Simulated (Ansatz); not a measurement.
**NbAs: the cell at several levels of theory**

One table from this session's results is given with a row withheld; the runs are named, their logs left out.

The runs shown are made with Ansatz 0.2.0. PAW datasets, plane waves, zero pressure. Calculated at 0 K for a non-magnetic cell.

7 further runs of the same task are left out: 1 that didn't finish, 6 set aside as unsound or not needed.

## The system as given

Space group I4_1md (No. 109), tetragonal; a = 3.452 Å, c = 11.680 Å in the conventional setting, 17.39 Å³ an atom. Nb has 6 As at 2.60–2.63 Å; As has 6 Nb at 2.60–2.63 Å.

The structure in full:

Space group I4_1md (No. 109). a = 3.452 Å, b = 3.452 Å, c = 11.680 Å, α = 90.00°, β = 90.00°, γ = 90.00°
```
atom  site  symmetry       x       y       z
  Nb    4a      2mm.  0.0000  0.0000  0.7500
  As    4a      2mm.  0.0000  0.0000  0.1660
```

Set-up of the first run:

File input.yaml:

```yaml
crystal:
  lattice:
    - [-1.72585, 1.72585, 5.84]
    - [1.72585, -1.72585, 5.84]
    - [1.72585, 1.72585, -5.84]
  atoms:
    - { symbol: Nb, position: [0.0, 0.0, 0.0] }
    - { symbol: Nb, position: [0.75, 0.25, 0.5] }
    - { symbol: As, position: [0.416, 0.416, 0.0] }
    - { symbol: As, position: [0.166, 0.666, 0.5] }
kpoints:
  mp_grid: { grid: [10, 10, 10] }
hamiltonian:
  xc: pbe
scf:
  occupations: { method: fermi_dirac, width: 0.02 }
relax:
  f_tol: 0.005
  cell: {}
```

The run is started by

```console
ansatz run input.yaml --threads 4 --pin off --max-ram 9216MiB --backend cpu --events-out ev --progress --plain --runs-dir out
```

Among the steps run: PBE: cell and atoms; Relaxation with r2SCAN; Relaxation with PBEsol; Relaxing with LDA; HSE06: cell and atoms.

One table of the session follows, with a row left open; its other results are not shown here.

```
 level  a (Å)   c (Å)  volume (Å³/atom)
   PBE  3.473  11.759            17.725
r2SCAN  3.457  11.780            17.595
PBEsol      ?       ?                 ?
   LDA  3.417  11.535            16.838
 HSE06  3.436  11.706            17.271
```

Estimate the missing values for PBEsol.

As computed: a (Å): 3.439; c (Å): 11.599; volume (Å³/atom): 17.146. In the column «a (Å)» it lies between HSE06 (3.436) and r2SCAN (3.457).

The volume runs from LDA (least) to PBE (most), a spread of 5.3 %, or 1.7 % in length if all axes shared it alike. The meshes differ: PBE 10×10×10, r2SCAN 10×10×10, PBEsol 10×10×10, LDA 10×10×10, HSE06 6×6×6.
